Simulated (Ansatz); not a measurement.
# C₈H₁₆: a ladder of functionals and wavefunction methods

Aim: compute C₈H₁₆ with functionals from several rungs and with coupled cluster. The yardstick is the atomisation energy at the CCSD(T) limit.

Program: Ansatz 0.2.0, Gaussian basis. Level of theory: functionals in def2-TZVPP, the program's frozen cores in correlated methods. These are calculated values, not measurements.

Plan: LDA (SPW92), PBE-D4, revPBE-D4, BLYP-D4, r2SCAN-D4, B97M-V, PBE0-D4, B3LYP-D4, r2SCANh-D4, r2SCAN0-D4, HSE06-D4, BHLYP-D4, CAM-B3LYP-D4, LC-ωPBE, ωB97X-V, ωB97M-V, B2PLYP, PBE-QIDH; CCSD(T)/def2-SVP; CCSD(T)/def2-TZVPP; MP2/def2-QZVPP; extrapolation to the limit; RPA on PBE.

## Step 1: The geometry

The geometry comes from an earlier relaxation with PBE0-D4 in a triple-zeta def2 set; it is a stationary point, not always the lowest conformer.

24 atoms, charge 0, spin multiplicity 1.

Atoms are counted from 1 here; the program's logs count them from 0.

Bond lengths: C1–C2 1.527 Å, C1–H9 1.094 Å, C1–H10 1.091 Å, C1–H11 1.094 Å, C2–C3 1.524 Å, C2–C4 1.534 Å, C2–C8 1.534 Å, C3–H12 1.094 Å, C3–H13 1.094 Å, C3–H14 1.094 Å, C4–C5 1.522 Å, C4–H15 1.096 Å, C4–H16 1.098 Å, C5–C6 1.522 Å, C5–H17 1.094 Å, C5–H18 1.096 Å, C6–C7 1.522 Å, C6–H19 1.098 Å and more. Angles: C2–C1–H9 110.5°, C2–C1–H10 112.7°, C2–C1–H11 110.5°, H9–C1–H10 107.6°, H9–C1–H11 107.8°, H10–C1–H11 107.6°, C1–C2–C3 108.5°, C1–C2–C4 110.7°, C1–C2–C8 110.7°, C3–C2–C4 109.1°, C3–C2–C8 109.1°, C4–C2–C8 108.9°, C2–C3–H12 111.0°, C2–C3–H13 111.0°, C2–C3–H14 111.0°, H12–C3–H13 107.9°, H12–C3–H14 107.9°, H13–C3–H14 107.8° and more.

## Step 2: LDA

This LDA is Slater exchange with PW92 correlation.

Contents of in.yaml:

```yaml
crystal:
  periodic: [false, false, false]
  atoms:
    - {symbol: C, position_ang: [0.335172, -1.170125, -1.421439]}
    - {symbol: C, position_ang: [0.358946, -0.772314, 0.053038]}
    - {symbol: C, position_ang: [0.987147, -1.909147, 0.849655]}
    - {symbol: C, position_ang: [-1.064257, -0.524730, 0.569757]}
    - {symbol: C, position_ang: [-1.719712, 0.718500, -0.015171]}
    - {symbol: C, position_ang: [-0.859368, 1.952952, 0.213541]}
    - {symbol: C, position_ang: [0.547691, 1.750684, -0.330195]}
    - {symbol: C, position_ang: [1.189720, 0.501338, 0.256587]}
    - {symbol: H, position_ang: [1.349569, -1.359517, -1.784227]}
    - {symbol: H, position_ang: [-0.103775, -0.400072, -2.057922]}
    - {symbol: H, position_ang: [-0.246180, -2.085881, -1.562527]}
    - {symbol: H, position_ang: [1.024924, -1.666883, 1.915628]}
    - {symbol: H, position_ang: [2.009425, -2.106465, 0.513406]}
    - {symbol: H, position_ang: [0.412829, -2.833324, 0.735182]}
    - {symbol: H, position_ang: [-1.679985, -1.409850, 0.374085]}
    - {symbol: H, position_ang: [-1.017822, -0.415835, 1.661107]}
    - {symbol: H, position_ang: [-2.709218, 0.857801, 0.430690]}
    - {symbol: H, position_ang: [-1.886547, 0.584443, -1.089974]}
    - {symbol: H, position_ang: [-0.801141, 2.153922, 1.291124]}
    - {symbol: H, position_ang: [-1.323177, 2.832467, -0.243008]}
    - {symbol: H, position_ang: [1.169291, 2.623402, -0.108168]}
    - {symbol: H, position_ang: [0.508914, 1.674931, -1.422790]}
    - {symbol: H, position_ang: [1.326873, 0.651516, 1.335334]}
    - {symbol: H, position_ang: [2.190691, 0.352184, -0.163722]}
basis:
  gaussian: {orbitals: def2-TZVPP}
hamiltonian: {xc: lda}
output: {orbitals: {seedname: orbitals}}
```

The run is started by

```
> ansatz run in.yaml --threads 5 --pin off --events-out ev --progress --plain --max-ram 66560MiB --backend cuda --devices 0, --max-vram 37GiB
```

Further steps of the session: PBE-D4 (GGA); revPBE-D4 (GGA); BLYP-D4 (GGA); r2SCAN-D4 (meta-GGA); B97M-V (meta-GGA); B3LYP-D4 (hybrid); r2SCANh-D4 (hybrid); r2SCAN0-D4 (hybrid); HSE06-D4 (hybrid); BHLYP-D4 (hybrid); CAM-B3LYP-D4 (range-separated); LC-ωPBE (range-separated); ωB97X-V (range-separated); ωB97M-V (range-separated); B2PLYP (double hybrid); PBE-QIDH (double hybrid); CCSD(T) in def2-SVP; CCSD(T) in def2-TZVPP; MP2 in def2-QZVPP; RPA on PBE orbitals.

Q: Predict the results of all the runs planned. Wanted: atomisation energy, CCSD(T)/CBS; farthest beyond LDA; mean size of error, GGA; mean size of error, meta-GGA; mean size of error, hybrid; mean size of error, range-separated; mean size of error, double hybrid; gap, smallest and largest; T1 diagnostic.

**Answer**, as computed:

| quantity | value |
| --- | --- |
| atomisation energy, CCSD(T)/CBS | 102.154 eV |
| functionals within 0.511 eV (0.5 %) | revPBE-D4, r2SCAN-D4, B97M-V, B3LYP-D4, r2SCANh-D4, r2SCAN0-D4, CAM-B3LYP-D4, LC-ωPBE, ωB97X-V, ωB97M-V, PBE-QIDH |
| farthest beyond LDA | BHLYP-D4 (-2.050 eV) |
| mean size of error, GGA | 0.912 eV |
| mean size of error, meta-GGA | 0.228 eV |
| mean size of error, hybrid | 0.752 eV |
| mean size of error, range-separated | 0.275 eV |
| mean size of error, double hybrid | 0.644 eV |
| gap, smallest and largest | 6.97 eV (LDA (SPW92)), 13.90 eV (LC-ωPBE) |
| T1 diagnostic | 0.0088 |
| triples share of the correlation energy | 4.0 % |

**Reading.** The LDA atomisation energy is off by 13.731 eV (13 %): it overbinds. PBE-D4 is off by +1.914 eV. Double hybrids carry the basis error of their MP2 part in triple zeta, and no dispersion term here, so their miss is partly the set-up's. The rungs meta-GGA, range-separated miss on average by less than the doubt on the reference (0.511 eV), so they tie. Misses under about 0.511 eV are within the doubt on the reference itself, which lacks core-valence correlation, relativity and higher excitations. Hartree-Fock recovers 76 % of the binding; the rest is correlation. CCSD(T) in def2-SVP is off by -3.345 eV, so the small basis spoils what the method gains. The gap grows from 7.0 to 13.9 eV across the functionals, mostly with the share of exact exchange.
